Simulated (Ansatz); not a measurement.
Crystal: PtSe.

```
CELL_PARAMETERS angstrom
3.70187 0.00000 0.00000
-1.85094 3.20591 0.00000
0.00000 0.00000 3.61284
ATOMIC_POSITIONS crystal
Pt 0.00000 0.00000 0.00000
Se 0.66667 0.33333 0.50000
```

The cell comes from a database or a generator and needn't be the stable form of this composition.

| Quantity | Value |
| --- | --- |
| Program | Ansatz 0.2.0 |
| Task | relaxation of cell and atoms |
| Functional | HF |
| Potentials or basis | Ansatz PAW |
| Cutoff | 420 eV (not typed: the program's choice for these potentials) |
| k mesh | 4 × 4 × 4 |
| Occupations | fermi-dirac, width 0.05 eV |
| Spin | no spin polarisation |

At the start: volume 21.44 Å³/atom.

**Question.** How do energy, volume and symmetry change on relaxing?

**Answer.** It ends after 5 steps and the volume is 19.59 Å³/atom (-8.6 %); space group P-6m2 (No. 187, to 0.05 Å).

The path:
| step | energy change (eV) | largest force (eV/Å) | volume (Å³) |
| --- | --- | --- | --- |
| 1 | 0.0000 | 0.0000 | 42.88 |
| 2 | -0.1406 | 0.0000 | 38.64 |
| 3 | -0.1453 | 0.0000 | 39.24 |
| 4 | -0.1453 | 0.0000 | 39.18 |
| 5 | -0.1430 | 0.0000 | 39.18 |

Final structure:
```
Pt Se
1.0
     3.65473    0.00000    0.00000
    -1.82736    3.16509    0.00000
     0.00000    0.00000    3.38680
Pt Se
1 1
Direct
  0.00000 0.00000 0.00000
  0.66667 0.33333 0.50000
```

Caveat: the k mesh is coarse (spacing up to 0.49 Å⁻¹), so the values aren't converged, least of all with exact exchange; the plane-wave basis is chosen anew once the cell has moved, so the energies of steps on either side of that aren't comparable; the PAW data sets come from PBE, with cores solved anew for the run's functional, which leaves a small shift of forces and pressure.
